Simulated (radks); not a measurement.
# Ionisation energy and size from Hf²⁺ to Au²⁺

How do ionisation energy and radius run along this set of elements? Each needs two runs, the species and its ion; the difference of their energies is the Δ-SCF value.

Method: Dirac Kohn-Sham, LDA (Slater exchange, Perdew-Wang correlation), spin-unpolarised, spherical densities, finite nucleus; open shells fill j = l - 1/2 first. Code: radks (a radial shooting solver on a logarithmic mesh, Libxc functionals) version 1.

## (1) The system

```
species : Hf²⁺, Ta²⁺, W²⁺, Re²⁺, Os²⁺, Ir²⁺, Pt²⁺, Au²⁺
runs    : 16, each species and its next ion
```

In the logs a row gives level, spin channel, occupation and eigenvalue; Etot, Ekin, Encl (electron-nucleus), Eh (Hartree) and Exc are energies, all in hartree; err is the last residual, it the number of iterations.

## (2) Hf²⁺, [Xe] 4f14 5d2

The run's settings:

```text
Z 72
configuration [Xe] 4f14 5d2
relativity Dirac
functional lda,pw
spin unpolarised
j_filling energy
nucleus finite rms 5.347 fm
c 137.035999084
```

Output:

```text
1s1/2   1   2.0000       -2393.75393369
2s1/2   1   2.0000        -409.64041834
2p1/2   1   2.0000        -391.48240914
2p3/2   1   4.0000        -347.73326001
3s1/2   1   2.0000         -93.73762183
3p1/2   1   2.0000         -85.64825268
3p3/2   1   4.0000         -76.27565691
3d3/2   1   4.0000         -62.49869462
3d5/2   1   6.0000         -60.45253155
4s1/2   1   2.0000         -19.29757491
4p1/2   1   2.0000         -15.98076838
4p3/2   1   4.0000         -13.82748558
4d3/2   1   4.0000          -8.35739350
4d5/2   1   6.0000          -7.96297607
4f5/2   1   6.0000          -1.20966264
4f7/2   1   8.0000          -1.14540855
5s1/2   1   2.0000          -3.01162080
5p1/2   1   2.0000          -2.06899324
5p3/2   1   4.0000          -1.78024169
5d3/2   1   2.0000          -0.63256779
5d5/2   1   0.0000          -0.61132273
Etot -15085.764844726156
Ekin 16863.725508446892
Encl -37534.01868946832
Eh 5884.715681803984
Exc -300.1873455087119
err 9.12341825442019e-09
it 16
```

5d3/2 is the highest filled level (-17.213 eV).

Radial moments (bohr):

| level | occupation | energy (eV) | <r> | outermost maximum (interpolated) | 90 % within | nodes |
| --- | --- | --- | --- | --- | --- | --- |
| 4d5/2 | 6 | -216.68 | 0.5403 | 0.475 | 0.812 | 1 |
| 5s1/2 | 2 | -81.950 | 1.136 | 1.02 | 1.64 | 4 |
| 5p1/2 | 2 | -56.300 | 1.264 | 1.10 | 1.86 | 3 |
| 5p3/2 | 4 | -48.443 | 1.374 | 1.19 | 2.02 | 3 |
| 4f5/2 | 6 | -32.917 | 0.6701 | 0.451 | 1.14 | 0 |
| 4f7/2 | 8 | -31.168 | 0.6828 | 0.456 | 1.16 | 0 |
| 5d3/2 | 2 | -17.213 | 2.081 | 1.62 | 3.24 | 2 |
| 5d5/2 | 0 | -16.635 | 2.142 | 1.67 | 3.34 | 2 |

Radial density 4πr²ρ:

| r (bohr) | 4πr²ρ (e/bohr) |
| --- | --- |
| 0.000803 | 4.899 |
| 0.00126 | 9.857 |
| 0.00195 | 18.87 |
| 0.00303 | 34.17 |
| 0.00471 | 56.79 |
| 0.00731 | 82.87 |
| 0.0113 | 100.1 |
| 0.0176 | 96.75 |
| 0.0276 | 90.29 |
| 0.0428 | 115.7 |
| 0.0665 | 127.6 |
| 0.103 | 100.8 |
| 0.160 | 118.9 |
| 0.249 | 73.62 |
| 0.386 | 67.51 |
| 0.605 | 48.95 |
| 0.939 | 18.91 |
| 1.46 | 8.545 |
| 2.26 | 1.793 |
| 3.52 | 0.2219 |

## (3) Hf³⁺, [Xe] 4f14 5d1

Changes since step 2:

```diff
@@ -1,3 +1,3 @@
 Z 72
-configuration [Xe] 4f14 5d2
+configuration [Xe] 4f14 5d1
 relativity Dirac
```

Output:

```text
1s1/2   1   2.0000       -2394.21048210
2s1/2   1   2.0000        -410.09856433
2p1/2   1   2.0000        -391.94065079
2p3/2   1   4.0000        -348.19148198
3s1/2   1   2.0000         -94.19164691
3p1/2   1   2.0000         -86.10247593
3p3/2   1   4.0000         -76.72966763
3d3/2   1   4.0000         -62.95350147
3d5/2   1   6.0000         -60.90722859
4s1/2   1   2.0000         -19.75216109
4p1/2   1   2.0000         -16.43547776
4p3/2   1   4.0000         -14.28257001
4d3/2   1   4.0000          -8.81282695
4d5/2   1   6.0000          -8.41853280
4f5/2   1   6.0000          -1.66421200
4f7/2   1   8.0000          -1.59981384
5s1/2   1   2.0000          -3.46372064
5p1/2   1   2.0000          -2.51447125
5p3/2   1   4.0000          -2.21939422
5d3/2   1   1.0000          -1.01991898
5d5/2   1   0.0000          -0.99405888
Etot -15084.94286618555
Ekin 16862.95758201088
Encl -37501.242488084594
Eh 5853.157485289557
Exc -299.81544540139555
err 1.0262374724744885e-08
it 14
```

E(Hf³⁺) − E(Hf²⁺) = 22.367 eV.

## (4) Ta²⁺, [Xe] 4f14 5d3

The run's settings:

```text
Z 73
configuration [Xe] 4f14 5d3
relativity Dirac
functional lda,pw
spin unpolarised
j_filling energy
nucleus finite rms 5.3507 fm
c 137.035999084
```

Output:

```text
1s1/2   1   2.0000       -2470.00928473
2s1/2   1   2.0000        -424.63063191
2p1/2   1   2.0000        -406.06983028
2p3/2   1   4.0000        -359.44473675
3s1/2   1   2.0000         -97.68474970
3p1/2   1   2.0000         -89.39501596
3p3/2   1   4.0000         -79.36055245
3d3/2   1   4.0000         -65.27650651
3d5/2   1   6.0000         -63.08874788
4s1/2   1   2.0000         -20.33707777
4p1/2   1   2.0000         -16.91684749
4p3/2   1   4.0000         -14.59765841
4d3/2   1   4.0000          -8.95787062
4d5/2   1   6.0000          -8.53172714
4f5/2   1   6.0000          -1.51628982
4f7/2   1   8.0000          -1.44330266
5s1/2   1   2.0000          -3.24477342
5p1/2   1   2.0000          -2.25044833
5p3/2   1   4.0000          -1.92586636
5d3/2   1   3.0000          -0.69185731
5d5/2   1   0.0000          -0.66623412
Etot -15613.526645562511
Ekin 17515.009659003797
Encl -38903.3877219713
Eh 6082.4626992624635
Exc -307.61128185746963
err 1.130848893179331e-09
it 16
```

The top filled level is 5d3/2, -18.826 eV.

## (5) Ta³⁺, [Xe] 4f14 5d2

Changes since step 4:

```diff
@@ -1,3 +1,3 @@
 Z 73
-configuration [Xe] 4f14 5d3
+configuration [Xe] 4f14 5d2
 relativity Dirac
```

Output:

```text
1s1/2   1   2.0000       -2470.47923870
2s1/2   1   2.0000        -425.10232190
2p1/2   1   2.0000        -406.54155936
2p3/2   1   4.0000        -359.91647581
3s1/2   1   2.0000         -98.15286056
3p1/2   1   2.0000         -89.86329988
3p3/2   1   4.0000         -79.82864111
3d3/2   1   4.0000         -65.74531728
3d5/2   1   6.0000         -63.55745837
4s1/2   1   2.0000         -20.80522149
4p1/2   1   2.0000         -17.38506780
4p3/2   1   4.0000         -15.06610469
4d3/2   1   4.0000          -9.42652187
4d5/2   1   6.0000          -9.00044561
4f5/2   1   6.0000          -1.98385507
4f7/2   1   8.0000          -1.91074170
5s1/2   1   2.0000          -3.70751496
5p1/2   1   2.0000          -2.70687908
5p3/2   1   4.0000          -2.37593713
5d3/2   1   2.0000          -1.09431769
5d5/2   1   0.0000          -1.06405408
Etot -15612.637681891749
Ekin 17514.179879216932
Encl -38869.17885546817
Eh 6049.574610671505
Exc -307.21331631201616
err 1.4451311275021966e-08
it 14
```

E(Ta³⁺) − E(Ta²⁺) = 24.190 eV.

## (6) W²⁺, [Xe] 4f14 5d4

The run's settings:

```text
Z 74
configuration [Xe] 4f14 5d4
relativity Dirac
functional lda,pw
spin unpolarised
j_filling energy
nucleus finite rms 5.3658 fm
c 137.035999084
```

Output:

```text
1s1/2   1   2.0000       -2547.80187940
2s1/2   1   2.0000        -439.99608328
2p1/2   1   2.0000        -421.02688170
2p3/2   1   4.0000        -371.37155383
3s1/2   1   2.0000        -101.75263689
3p1/2   1   2.0000         -93.25978196
3p3/2   1   4.0000         -82.52574176
3d3/2   1   4.0000         -68.13176260
3d5/2   1   6.0000         -65.79520838
4s1/2   1   2.0000         -21.42073768
4p1/2   1   2.0000         -17.89515849
4p3/2   1   4.0000         -15.39868223
4d3/2   1   4.0000          -9.58659225
4d5/2   1   6.0000          -9.12649981
4f5/2   1   6.0000          -1.84730034
4f7/2   1   8.0000          -1.76492974
5s1/2   1   2.0000          -3.48233242
5p1/2   1   2.0000          -2.43483687
5p3/2   1   4.0000          -2.07105558
5d3/2   1   4.0000          -0.74951398
5d5/2   1   0.0000          -0.71903974
Etot -16153.031051101518
Ekin 18185.37064518447
Encl -40307.276781583816
Eh 6283.9999040501825
Exc -315.1248187523542
err 1.4012358433111501e-09
it 16
```

Highest occupied level: 5d3/2 at -20.395 eV.

## (7) W³⁺, [Xe] 4f14 5d3

Changes since step 6:

```diff
@@ -1,3 +1,3 @@
 Z 74
-configuration [Xe] 4f14 5d4
+configuration [Xe] 4f14 5d3
 relativity Dirac
```

Output:

```text
1s1/2   1   2.0000       -2548.28571087
2s1/2   1   2.0000        -440.48172078
2p1/2   1   2.0000        -421.51252507
2p3/2   1   4.0000        -371.85722534
3s1/2   1   2.0000        -102.23501790
3p1/2   1   2.0000         -93.74232256
3p3/2   1   4.0000         -83.00809341
3d3/2   1   4.0000         -68.61479469
3d5/2   1   6.0000         -66.27814470
4s1/2   1   2.0000         -21.90274047
4p1/2   1   2.0000         -18.37720837
4p3/2   1   4.0000         -15.88084891
4d3/2   1   4.0000         -10.06887459
4d5/2   1   6.0000          -9.60880935
4f5/2   1   6.0000          -2.32844078
4f7/2   1   8.0000          -2.24595511
5s1/2   1   2.0000          -3.95703022
5p1/2   1   2.0000          -2.90350963
5p3/2   1   4.0000          -2.53329390
5d3/2   1   3.0000          -1.16724665
5d5/2   1   0.0000          -1.13204459
Etot -16152.076659134491
Ekin 18184.47931341242
Encl -40271.572955107986
Eh 6249.718618249934
Exc -314.7016356888586
err 8.214533256731131e-09
it 15
```

E(W³⁺) − E(W²⁺) = 25.970 eV.

## (8) Re²⁺, [Xe] 4f14 5d5

The run's settings:

```text
Z 75
configuration [Xe] 4f14 5d5
relativity Dirac
functional lda,pw
spin unpolarised
j_filling energy
nucleus finite rms 5.3698 fm
c 137.035999084
```

Output:

```text
1s1/2   1   2.0000       -2627.17142856
2s1/2   1   2.0000        -455.75281252
2p1/2   1   2.0000        -436.36875881
2p3/2   1   4.0000        -383.52172263
3s1/2   1   2.0000        -105.95003781
3p1/2   1   2.0000         -97.25109727
3p3/2   1   4.0000         -85.77790152
3d3/2   1   4.0000         -71.07122361
3d5/2   1   6.0000         -68.57839731
4s1/2   1   2.0000         -22.55542245
4p1/2   1   2.0000         -18.92256909
4p3/2   1   4.0000         -16.23689164
4d3/2   1   4.0000         -10.25010068
4d5/2   1   6.0000          -9.75377075
4f5/2   1   6.0000          -2.20952506
4f7/2   1   8.0000          -2.11707700
5s1/2   1   2.0000          -3.73187219
5p1/2   1   2.0000          -2.62947964
5p3/2   1   4.0000          -2.22258168
5d3/2   1   4.0000          -0.81068252
5d5/2   1   1.0000          -0.77469935
Etot -16704.414115478317
Ekin 18875.358511614708
Encl -41745.95736886961
Eh 6488.904899912239
Exc -322.7201581356527
err 1.7226098822820982e-09
it 16
```

The top filled level is 5d5/2, -21.081 eV.

## (9) Re³⁺, [Xe] 4f14 5d4

Changes since step 8:

```diff
@@ -1,3 +1,3 @@
 Z 75
-configuration [Xe] 4f14 5d5
+configuration [Xe] 4f14 5d4
 relativity Dirac
```

Output:

```text
1s1/2   1   2.0000       -2627.65903862
2s1/2   1   2.0000        -456.24270153
2p1/2   1   2.0000        -436.85847378
2p3/2   1   4.0000        -384.01156209
3s1/2   1   2.0000        -106.43757346
3p1/2   1   2.0000         -97.73876265
3p3/2   1   4.0000         -86.26540018
3d3/2   1   4.0000         -71.55934271
3d5/2   1   6.0000         -69.06643858
4s1/2   1   2.0000         -23.04233339
4p1/2   1   2.0000         -19.40949823
4p3/2   1   4.0000         -16.72382689
4d3/2   1   4.0000         -10.73709271
4d5/2   1   6.0000         -10.24075709
4f5/2   1   6.0000          -2.69554894
4f7/2   1   8.0000          -2.60300501
5s1/2   1   2.0000          -4.21135208
5p1/2   1   2.0000          -3.10370590
5p3/2   1   4.0000          -2.69080297
5d3/2   1   4.0000          -1.23895614
5d5/2   1   0.0000          -1.19832122
Etot -16703.431438214488
Ekin 18874.509627330757
Encl -41709.48057757795
Eh 6453.825412841472
Exc -322.2859008087632
err 9.902910143886298e-09
it 15
```

Ionisation energy of Re²⁺: 26.740 eV.

## (10) Os²⁺, [Xe] 4f14 5d6

The run's settings:

```text
Z 76
configuration [Xe] 4f14 5d6
relativity Dirac
functional lda,pw
spin unpolarised
j_filling energy
nucleus finite rms 5.4126 fm
c 137.035999084
```

Output:

```text
1s1/2   1   2.0000       -2708.11462391
2s1/2   1   2.0000        -471.89550484
2p1/2   1   2.0000        -452.09254009
2p3/2   1   4.0000        -395.88516288
3s1/2   1   2.0000        -110.26823048
3p1/2   1   2.0000        -101.36077170
3p3/2   1   4.0000         -89.10698241
3d3/2   1   4.0000         -74.08483681
3d5/2   1   6.0000         -71.42800802
4s1/2   1   2.0000         -23.73122826
4p1/2   1   2.0000         -19.98934141
4p3/2   1   4.0000         -17.10194012
4d3/2   1   4.0000         -10.93820405
4d5/2   1   6.0000         -10.40326729
4f5/2   1   6.0000          -2.59315553
4f7/2   1   8.0000          -2.48991450
5s1/2   1   2.0000          -3.98578846
5p1/2   1   2.0000          -2.82745154
5p3/2   1   4.0000          -2.37389448
5d3/2   1   4.0000          -0.87117634
5d5/2   1   2.0000          -0.82919250
Etot -17267.816141188912
Ekin 19585.35186509714
Encl -43220.68354767466
Eh 6697.929163736069
Exc -330.41362234746305
err 1.9801036587088343e-09
it 16
```

Highest occupied level: 5d5/2 at -22.563 eV.

## (11) Os³⁺, [Xe] 4f14 5d5

Changes since step 10:

```diff
@@ -1,3 +1,3 @@
 Z 76
-configuration [Xe] 4f14 5d6
+configuration [Xe] 4f14 5d5
 relativity Dirac
```

Output:

```text
1s1/2   1   2.0000       -2708.61630035
2s1/2   1   2.0000        -472.39946932
2p1/2   1   2.0000        -452.59631853
2p3/2   1   4.0000        -396.38907546
3s1/2   1   2.0000        -110.76995313
3p1/2   1   2.0000        -101.86262154
3p3/2   1   4.0000         -89.60866189
3d3/2   1   4.0000         -74.58712627
3d5/2   1   6.0000         -71.93021959
4s1/2   1   2.0000         -24.23207186
4p1/2   1   2.0000         -20.49019204
4p3/2   1   4.0000         -17.60273324
4d3/2   1   4.0000         -11.43902119
4d5/2   1   6.0000         -10.90405658
4f5/2   1   6.0000          -3.09303596
4f7/2   1   8.0000          -2.98970301
5s1/2   1   2.0000          -4.47829888
5p1/2   1   2.0000          -3.31493252
5p3/2   1   4.0000          -2.85526650
5d3/2   1   4.0000          -1.31471526
5d5/2   1   1.0000          -1.26796621
Etot -17266.771294798506
Ekin 19584.44518041741
Encl -43182.65148965029
Eh 6661.390067614169
Exc -329.95505317979485
err 1.1184693954875826e-08
it 15
```

Ionisation energy of Os²⁺: 28.432 eV.

## (12) Ir²⁺, [Xe] 4f14 5d7

The run's settings:

```text
Z 77
configuration [Xe] 4f14 5d7
relativity Dirac
functional lda,pw
spin unpolarised
j_filling energy
nucleus finite rms 5.4032 fm
c 137.035999084
```

Output:

```text
1s1/2   1   2.0000       -2790.69141206
2s1/2   1   2.0000        -488.43612200
2p1/2   1   2.0000        -468.20531157
2p3/2   1   4.0000        -408.46097752
3s1/2   1   2.0000        -114.70918211
3p1/2   1   2.0000        -105.58966715
3p3/2   1   4.0000         -92.51177459
3d3/2   1   4.0000         -77.17142360
3d5/2   1   6.0000         -74.34259519
4s1/2   1   2.0000         -24.94768445
4p1/2   1   2.0000         -21.09476212
4p3/2   1   4.0000         -17.99248819
4d3/2   1   4.0000         -11.64970653
4d5/2   1   6.0000         -11.07371786
4f5/2   1   6.0000          -2.99711191
4f7/2   1   8.0000          -2.88232928
5s1/2   1   2.0000          -4.24438198
5p1/2   1   2.0000          -3.02909876
5p3/2   1   4.0000          -2.52521834
5d3/2   1   4.0000          -0.93129936
5d5/2   1   3.0000          -0.88281288
Etot -17843.487741499408
Ekin 20316.47606859918
Encl -44732.97162412886
Eh 6911.217818512373
Exc -338.21000448209844
err 1.9691933774534534e-09
it 16
```

5d5/2 is the highest filled level (-24.023 eV).

## (13) Ir³⁺, [Xe] 4f14 5d6

Changes since step 12:

```diff
@@ -1,3 +1,3 @@
 Z 77
-configuration [Xe] 4f14 5d7
+configuration [Xe] 4f14 5d6
 relativity Dirac
```

Output:

```text
1s1/2   1   2.0000       -2791.20725448
2s1/2   1   2.0000        -488.95425603
2p1/2   1   2.0000        -468.72325067
2p3/2   1   4.0000        -408.97905890
3s1/2   1   2.0000        -115.22514674
3p1/2   1   2.0000        -106.10575851
3p3/2   1   4.0000         -93.02768976
3d3/2   1   4.0000         -77.68794460
3d5/2   1   6.0000         -74.85903725
4s1/2   1   2.0000         -25.46255277
4p1/2   1   2.0000         -21.60963030
4p3/2   1   4.0000         -18.50724474
4d3/2   1   4.0000         -12.16446700
4d5/2   1   6.0000         -11.58843215
4f5/2   1   6.0000          -3.51098234
4f7/2   1   8.0000          -3.39611017
5s1/2   1   2.0000          -4.75024095
5p1/2   1   2.0000          -3.53012806
5p3/2   1   4.0000          -3.02001046
5d3/2   1   4.0000          -1.38998144
5d5/2   1   2.0000          -1.33659538
Etot -17842.381687268095
Ekin 20315.512673946774
Encl -44693.34852832169
Eh 6873.18158249605
Exc -337.727415389231
err 1.1950627965095049e-08
it 15
```

Ionisation energy of Ir²⁺: 30.097 eV.

## (14) Pt²⁺, [Xe] 4f14 5d8

The run's settings:

```text
Z 78
configuration [Xe] 4f14 5d8
relativity Dirac
functional lda,pw
spin unpolarised
j_filling energy
nucleus finite rms 5.427 fm
c 137.035999084
```

Output:

```text
1s1/2   1   2.0000       -2874.89501671
2s1/2   1   2.0000        -505.37749676
2p1/2   1   2.0000        -484.71462843
2p3/2   1   4.0000        -421.24895507
3s1/2   1   2.0000        -119.27310677
3p1/2   1   2.0000        -109.93904036
3p3/2   1   4.0000         -95.99151961
3d3/2   1   4.0000         -80.33023858
3d5/2   1   6.0000         -77.32113699
4s1/2   1   2.0000         -26.20418508
4p1/2   1   2.0000         -22.23851420
4p3/2   1   4.0000         -18.90759746
4d3/2   1   4.0000         -12.38378136
4d5/2   1   6.0000         -11.76421445
4f5/2   1   6.0000          -3.42058570
4f7/2   1   8.0000          -3.29347896
5s1/2   1   2.0000          -4.50792258
5p1/2   1   2.0000          -3.23479477
5p3/2   1   4.0000          -2.67677969
5d3/2   1   4.0000          -0.99128746
5d5/2   1   4.0000          -0.93578095
Etot -18431.516682189107
Ekin 21068.860111686554
Encl -46283.151896076364
Eh 7128.886818173436
Exc -346.1117159727312
err 4.66917070715512e-10
it 15
```

The top filled level is 5d5/2, -25.464 eV.

## (15) Pt³⁺, [Xe] 4f14 5d7

Changes since step 14:

```diff
@@ -1,3 +1,3 @@
 Z 78
-configuration [Xe] 4f14 5d8
+configuration [Xe] 4f14 5d7
 relativity Dirac
```

Output:

```text
1s1/2   1   2.0000       -2875.42505434
2s1/2   1   2.0000        -505.90982703
2p1/2   1   2.0000        -485.24675673
2p3/2   1   4.0000        -421.78123292
3s1/2   1   2.0000        -119.80331521
3p1/2   1   2.0000        -110.46937639
3p3/2   1   4.0000         -96.52167216
3d3/2   1   4.0000         -80.86099686
3d5/2   1   6.0000         -77.85181460
4s1/2   1   2.0000         -26.73310787
4p1/2   1   2.0000         -22.76743249
4p3/2   1   4.0000         -19.43635652
4d3/2   1   4.0000         -12.91253293
4d5/2   1   6.0000         -12.29290415
4f5/2   1   6.0000          -3.94850060
4f7/2   1   8.0000          -3.82130564
5s1/2   1   2.0000          -5.02731337
5p1/2   1   2.0000          -3.74953581
5p3/2   1   4.0000          -3.18513525
5d3/2   1   4.0000          -1.46496871
5d5/2   1   3.0000          -1.40441197
Etot -18430.35016650991
Ekin 21067.840878081584
Encl -46241.90719530616
Eh 7089.32149763796
Exc -345.60534692329884
err 1.2212015938412692e-08
it 15
```

Ionisation energy of Pt²⁺: 31.743 eV.

## (16) Au²⁺, [Xe] 4f14 5d9

The run's settings:

```text
Z 79
configuration [Xe] 4f14 5d9
relativity Dirac
functional lda,pw
spin unpolarised
j_filling energy
nucleus finite rms 5.4371 fm
c 137.035999084
```

Output:

```text
1s1/2   1   2.0000       -2960.77337523
2s1/2   1   2.0000        -522.73072499
2p1/2   1   2.0000        -501.62875912
2p3/2   1   4.0000        -434.24876692
3s1/2   1   2.0000        -123.96228311
3p1/2   1   2.0000        -114.41051598
3p3/2   1   4.0000         -99.54561343
3d3/2   1   4.0000         -83.56069170
3d5/2   1   6.0000         -80.36276660
4s1/2   1   2.0000         -27.50085220
4p1/2   1   2.0000         -23.42057679
4p3/2   1   4.0000         -19.84656404
4d3/2   1   4.0000         -13.13981904
4d5/2   1   6.0000         -12.47406340
4f5/2   1   6.0000          -3.86293650
4f7/2   1   8.0000          -3.72268916
5s1/2   1   2.0000          -4.77679519
5p1/2   1   2.0000          -3.44492029
5p3/2   1   4.0000          -2.82878426
5d3/2   1   4.0000          -1.05132656
5d5/2   1   5.0000          -0.98826424
Etot -19032.128777868387
Ekin 21843.479759211936
Encl -47872.534684644284
Eh 7351.048557926872
Exc -354.12241036290857
err 4.744356942464908e-10
it 15
```

Highest occupied level: 5d5/2 at -26.892 eV.

## (17) Au³⁺, [Xe] 4f14 5d8

Changes since step 16:

```diff
@@ -1,3 +1,3 @@
 Z 79
-configuration [Xe] 4f14 5d9
+configuration [Xe] 4f14 5d8
 relativity Dirac
```

Output:

```text
1s1/2   1   2.0000       -2961.31759324
2s1/2   1   2.0000        -523.27723563
2p1/2   1   2.0000        -502.17506184
2p3/2   1   4.0000        -434.79522598
3s1/2   1   2.0000        -124.50670315
3p1/2   1   2.0000        -114.95506539
3p3/2   1   4.0000        -100.08997096
3d3/2   1   4.0000         -84.10565756
3d5/2   1   6.0000         -80.90764960
4s1/2   1   2.0000         -28.04381908
4p1/2   1   2.0000         -23.96353685
4p3/2   1   4.0000         -20.38932195
4d3/2   1   4.0000         -13.68256420
4d5/2   1   6.0000         -13.01673292
4f5/2   1   6.0000          -4.40490063
4f7/2   1   8.0000          -4.26456561
5s1/2   1   2.0000          -5.30981671
5p1/2   1   2.0000          -3.97345566
5p3/2   1   4.0000          -3.35076878
5d3/2   1   4.0000          -1.53985535
5d5/2   1   4.0000          -1.47157892
Etot -19030.902379258165
Ekin 21842.40538585918
Encl -47829.64120984248
Eh 7309.925909748807
Exc -353.59246502367296
err 1.2099269617291057e-08
it 15
```

E(Au³⁺) − E(Au²⁺) = 33.372 eV.

## (18) All runs together

| species | configuration | Δ-SCF (eV) | NIST (eV) | −ε(HOMO) (eV) | its level | widest level | its <r> (bohr) |
| --- | --- | --- | --- | --- | --- | --- | --- |
| Hf²⁺ | [Xe] 4f14 5d2 | 22.367 | 22.55 (theory) | 17.213 | 5d3/2 | 5d3/2 | 2.08 |
| Ta²⁺ | [Xe] 4f14 5d3 | 24.190 | 23 (theory) | 18.826 | 5d3/2 | 5d3/2 | 1.96 |
| W²⁺ | [Xe] 4f14 5d4 | 25.970 | 26.0 (semi-emp.) | 20.395 | 5d3/2 | 5d3/2 | 1.85 |
| Re²⁺ | [Xe] 4f14 5d5 | 26.740 | 27 (theory) | 21.081 | 5d5/2 | 5d5/2 | 1.82 |
| Os²⁺ | [Xe] 4f14 5d6 | 28.432 | 25 (theory) | 22.563 | 5d5/2 | 5d5/2 | 1.73 |
| Ir²⁺ | [Xe] 4f14 5d7 | 30.097 | 28 (theory) | 24.023 | 5d5/2 | 5d5/2 | 1.65 |
| Pt²⁺ | [Xe] 4f14 5d8 | 31.743 | 29 (theory) | 25.464 | 5d5/2 | 5d5/2 | 1.58 |
| Au²⁺ | [Xe] 4f14 5d9 | 33.372 | 30 (theory) | 26.892 | 5d5/2 | 5d5/2 | 1.52 |

What this shows: Reference values: NIST Atomic Spectra Database (exp. measured, semi-emp. semi-empirical, theory a theoretical value adopted there). By these runs, which need not match the measured order, Au²⁺ holds its electron most tightly (33.372 eV) and Hf²⁺ least (22.367 eV); the widest outer orbital is the 5d3/2 of Hf²⁺. Spin polarisation and multiplet splitting are left out, so open shells lie too high by an amount that depends on their filling.
